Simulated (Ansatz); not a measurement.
**The gallium atom (doublet): the correlation ladder, cc-pVDZ**

One table from this session's results is given with a row withheld; the runs are named, their logs left out.

Program: Ansatz 0.2.0, Gaussian basis. Level of theory: cc-pVDZ, core rule «outside noble gas», up to 14 orbitals frozen. These are calculated values, not measurements.

Plan: UHF; CCSD(T) on ROHF; CCSD(T) on UHF; BCCD(T) on ROHF; CISD; CCSDT on ROHF; CCSDT on UHF; CASSCF and MRCISD+Q, 3 electrons in 4 orbitals; CASSCF and MRCISD+Q(relaxed), 3 electrons in 4 orbitals; CASSCF and NEVPT4(SD), 3 electrons in 4 orbitals; CASSCF and NEVPT2, 3 electrons in 4 orbitals.

## The atom

A free atom, in its lowest state of this spin that the program finds. No spin-orbit coupling is included. The filled d shell of Ga may be among the frozen orbitals whatever the setting's name suggests; the logs give the count.

1 atom, charge 0, spin multiplicity 2.

Set-up of the first run:

in.yaml reads:

```yaml
crystal:
  periodic: [false, false, false]
  atoms:
    - {symbol: Ga, position_ang: [0.000000, 0.000000, 0.000000]}
basis:
  gaussian: {orbitals: cc-pVDZ}
magnetization: {spin_polarized: true, initial_magnetization: 1}
hamiltonian: {xc: hf}
output: {orbitals: {seedname: orbitals}}
```

The run is started by

```
$ ansatz run in.yaml --threads 1 --pin off --events-out ev --progress --plain --max-ram 2393MiB
```

Steps of the session up to this table: UHF; CCSD(T) on ROHF; CCSD(T) on UHF; BCCD(T) on ROHF; CISD; CCSDT on ROHF; CCSDT on UHF; CASSCF and MRCISD+Q, 3 electrons in 4 orbitals; CASSCF and MRCISD+Q(relaxed), 3 electrons in 4 orbitals; CASSCF and NEVPT4(SD), 3 electrons in 4 orbitals; CASSCF and NEVPT2, 3 electrons in 4 orbitals.

One table of the session follows, with a row left open; its other results are not shown here.

```
                   method  from RCCSD(T) (meV)
                     ROHF                    ?
                      UHF              +1195.5
                     RMP2               +411.7
                     UMP2               +406.9
                     CISD                +17.4
                    RCCSD                +15.6
                    UCCSD                 +9.9
                 RCCSD(T)                    0
                 UCCSD(T)                 -3.6
                  BCCD(T)                 -0.1
                   RCCSDT                 -7.0
                   UCCSDT                -10.1
           CASSCF valence               +650.7
           NEVPT2 valence               +180.9
       NEVPT4(SD) valence                +10.6
           MRCISD valence                 -1.2
         MRCISD+Q valence                -19.8
MRCISD+Q(relaxed) valence                -22.2
```

**Question.** Estimate the row for ROHF.

The run gave: from RCCSD(T) (meV): +1273.3. In the column «from RCCSD(T) (meV)» it is the highest.

To keep in mind: Restricted and unrestricted rows rest on different reference determinants; where their highest levels disagree by more than a few hundredths of an eV, they describe different states and don't form one ladder.
